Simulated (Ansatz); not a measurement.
# C4H6BF: the cost of one run

All numbers below are computed with Ansatz 0.2.0 (RKS PBE-D4/6-31G*).

### Step 1. Starting point

Bond lengths: C1–C2 1.334 Å, C2–C3 1.306 Å, C3–F4 1.352 Å, C3–B5 1.561 Å, B5–C6 1.601 Å, C1–H7 1.055 Å, C1–H8 1.059 Å, B5–H9 1.240 Å, C6–H10 1.119 Å, C6–H11 1.100 Å, C6–H12 1.116 Å. Angles (14 of 16 angles, heavy atoms first): C1–C2–C3 178.5°, C2–C3–F4 121.7°, C2–C3–B5 119.6°, F4–C3–B5 118.2°, C3–B5–C6 121.4°, C2–C1–H7 118.2°, C2–C1–H8 116.9°, C3–B5–H9 121.3°, C6–B5–H9 117.2°, B5–C6–H10 109.1°, B5–C6–H11 108.2°, B5–C6–H12 108.3°, H7–C1–H8 124.5°, H10–C6–H11 110.2°.

Structure file:

```xyz
12

C    -0.6983   -2.7556    0.5555
C    -0.4385   -1.5702    0.0020
C    -0.1555   -0.4220   -0.5523
F    -0.0185   -0.2947   -1.8918
B     0.2172    0.7988    0.3469
C     0.5962    2.2188   -0.2884
H    -0.9534   -3.5577   -0.0800
H    -0.7337   -2.7931    1.6135
H     0.1926    0.7187    1.5845
H     0.8027    2.9451    0.5369
H    -0.2554    2.5636   -0.8928
H     1.5216    2.0930   -0.8999
```

### Step 2. End point A

The input, input.yaml:

```yaml
crystal:
  periodic: [false, false, false]
  atoms:
    - { symbol: C, position_ang: [-0.6983, -2.7556, 0.5555] }
    - { symbol: C, position_ang: [-0.4385, -1.5702, 0.002] }
    - { symbol: C, position_ang: [-0.1555, -0.422, -0.5523] }
    - { symbol: F, position_ang: [-0.0185, -0.2947, -1.8918] }
    - { symbol: B, position_ang: [0.2172, 0.7988, 0.3469] }
    - { symbol: C, position_ang: [0.5962, 2.2188, -0.2884] }
    - { symbol: H, position_ang: [-0.9534, -3.5577, -0.08] }
    - { symbol: H, position_ang: [-0.7337, -2.7931, 1.6135] }
    - { symbol: H, position_ang: [0.1926, 0.7187, 1.5845] }
    - { symbol: H, position_ang: [0.8027, 2.9451, 0.5369] }
    - { symbol: H, position_ang: [-0.2554, 2.5636, -0.8928] }
    - { symbol: H, position_ang: [1.5216, 2.093, -0.8999] }
basis:
  gaussian: { orbitals: "6-31G*" }
hamiltonian:
  xc: pbe
  dispersion: d4
relax:
  f_tol: 0.015
  max_steps: 40
```

On the command line:

```console
$ ansatz run input.yaml --threads 2 --pin off --max-ram 3072MiB --backend cpu --events-out ev --progress --plain --runs-dir out
```

**Question.** How long does this run take on 2 threads of Intel Xeon 6975P-C (Granite Rapids), shared host, and how much memory does it need?

About 28 s, with a peak of 0.16 GiB.
